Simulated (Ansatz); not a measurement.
# SiC (zinc blende): the cost of one run

Computed with Ansatz 0.2.0 (DFT LDA, scalar-relativistic, plane waves, PAW, unless a step's input says otherwise).

## Step 1: Starting point

Symmetry: F-43m, No. 216, cubic system. The conventional cell has a = 4.403 Å, b = 4.403 Å, c = 4.403 Å, α = 90.00°, β = 90.00°, γ = 90.00°. Around Si (site symmetry -43m) lie 4 C at 1.91 Å. Around C (site symmetry -43m) lie 4 Si at 1.91 Å.

As a file:

```cif
data_structure
_symmetry_space_group_name_H-M 'F-43m'
_symmetry_Int_Tables_number 216
_cell_length_a 4.4032
_cell_length_b 4.4032
_cell_length_c 4.4032
_cell_angle_alpha 90.000
_cell_angle_beta 90.000
_cell_angle_gamma 90.000
_cell_volume 85.37
loop_
_atom_site_label
_atom_site_type_symbol
_atom_site_symmetry_multiplicity
_atom_site_Wyckoff_symbol
_atom_site_fract_x
_atom_site_fract_y
_atom_site_fract_z
_atom_site_occupancy
Si1 Si 4 a 0.00000 0.00000 0.00000 1
C1 C 4 d 0.25000 0.25000 0.75000 1
```

## Step 2: Volume × 1.03

Contents of input.yaml:

```yaml
crystal:
  lattice:
    - [0.0, 2.2015855622, 2.2015855622]
    - [2.2015855622, 0.0, 2.2015855622]
    - [2.2015855622, 2.2015855622, 0.0]
  atoms:
    - { symbol: Si, position: [0.0, 0.0, 0.0] }
    - { symbol: C, position: [0.25, 0.25, 0.25] }
scf:
  occupations: { method: fixed }
output:
  forces: true
  stress: true
  eigenvalues: true
  write_density: true
  write_potential: true
  elf: true
  volumetric_format: npy
hamiltonian:
  xc: lda
basis:
  ecutwfc: 560
kpoints:
  mp_grid: { grid: [10, 10, 10] }
```

Command:

```console
$ ansatz run input.yaml --threads 1 --pin off --max-ram 2867MiB --backend cpu --events-out ev --progress --plain --runs-dir out
```

What time and memory should one allow on 1 thread of Intel Xeon at 2.30GHz, shared host?

About 1.6 s, with a peak of 0.34 GiB.
